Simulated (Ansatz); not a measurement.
Write a Python script for Ansatz 0.2.0 through its Python package that makes an equation of state with a fit of HfB2, space group P6/mmm. Level of theory (first run): PBE, PAW, cutoff 500 eV, 11×11×8 k-points, Fermi-Dirac smearing of 0.1 eV.

```
CELL_PARAMETERS angstrom
3.14000 0.00000 0.00000
-1.57000 2.71932 0.00000
0.00000 0.00000 3.48000
ATOMIC_POSITIONS crystal
Hf 0.00000 0.00000 0.00000
B 0.33333 0.66667 0.50000
B 0.66667 0.33333 0.50000
```

`hfb2_eos.py`
```python
"""Energy against volume for HfB2, with a fit."""

import ansatz as az
import numpy as np
from scipy.optimize import curve_fit

vectors0 = np.array([
    [3.14, 0.0, 0.0],
    [-1.57, 2.71932, 0.0],
    [0.0, 0.0, 3.48],
])
sites = [
    ("Hf", (0.0, 0.0, 0.0)),
    ("B", (1 / 3, 2 / 3, 0.5)),
    ("B", (2 / 3, 1 / 3, 0.5)),
]


def crystal_on(cell):
    crystal = az.Crystal(lattice=az.Lattice.of(cell))
    for symbol, position in sites:
        crystal = crystal.atom(symbol, position)
    return crystal

def vinet(v, e0, v0, b0, b1):
    eta = (v / v0) ** (1 / 3)
    return e0 + 2 * b0 * v0 / (b1 - 1) ** 2 * (2 - (5 + 3 * b1 * (eta - 1) - 3 * eta) * np.exp(-1.5 * (b1 - 1) * (eta - 1)))

# scale the volume, keep shape and fractions
volumes, energies = [], []
for scale in np.linspace(0.92, 1.08, 7):
    cell = vectors0 * scale ** (1 / 3)
    base = (
        crystal_on(cell).calculation()
        .pseudopotentials("paw")
        .functional("pbe")
        .occupations("fermi_dirac")
        .basis(500)
        .kpoints(11, 11, 8)
    )
    data = base.run(threads=1, backend="cpu").report
    volumes.append(abs(np.linalg.det(cell)) / len(sites))
    energies.append(data["free_energy_ev"] / len(sites))
    print(f"V = {volumes[-1]:8.4f} A^3/atom  F = {energies[-1]:.5f} eV/atom")

guess = (min(energies), volumes[int(np.argmin(energies))], 0.5, 4.5)
(e0, v0, b0, b1), _ = curve_fit(vinet, np.array(volumes), np.array(energies), p0=guess, maxfev=20000)
print(f"Vinet fit: V0 = {v0:.4f} A^3/atom, B0 = {160.21766 * b0:.1f} GPa, B1 = {b1:.2f}")
print("largest residual", round(1000 * float(np.abs(vinet(np.array(volumes), e0, v0, b0, b1) - energies).max()), 3), "meV/atom")
```

```console
$ python hfb2_eos.py
V =   9.1125 A^3/atom  F = -5345.34380 eV/atom
V =   9.3766 A^3/atom  F = -5345.37922 eV/atom
V =   9.6407 A^3/atom  F = -5345.40008 eV/atom
V =   9.9049 A^3/atom  F = -5345.40817 eV/atom
V =  10.1690 A^3/atom  F = -5345.40503 eV/atom
V =  10.4331 A^3/atom  F = -5345.39202 eV/atom
V =  10.6972 A^3/atom  F = -5345.37034 eV/atom
Vinet fit: V0 = 9.9581 A^3/atom, B0 = 249.9 GPa, B1 = 3.87
largest residual 0.005 meV/atom
```

A third-order Birch-Murnaghan fit through the 7 points has its minimum at 9.96 Å³ an atom, 0.5 % above the typed cell, with a bulk modulus of 250 GPa and dB/dP = 3.9. From that minimum the energy rises by 64.6 meV an atom on the compressed side and 38.1 meV on the expanded side.

Total energies depend on the potentials; only differences at equal settings carry meaning. Shape and fractional positions are held along the curve, so the bulk modulus is an upper value where they are free to relax. The mesh is modest for a metal, so energies can be off by several to tens of meV an atom and pressures by half a GPa or more; differences at equal mesh fare better. Spin-orbit coupling, which matters for elements this heavy, is left out. The starting cell is as deposited in a crystallographic database; the results hold for this polymorph, which needn't be the stable one. Wall time of the script: 17 s on 1 thread of Intel(R) Xeon(R) Processor @ 2.30GHz, on a shared host, peak memory 0.58 GiB.
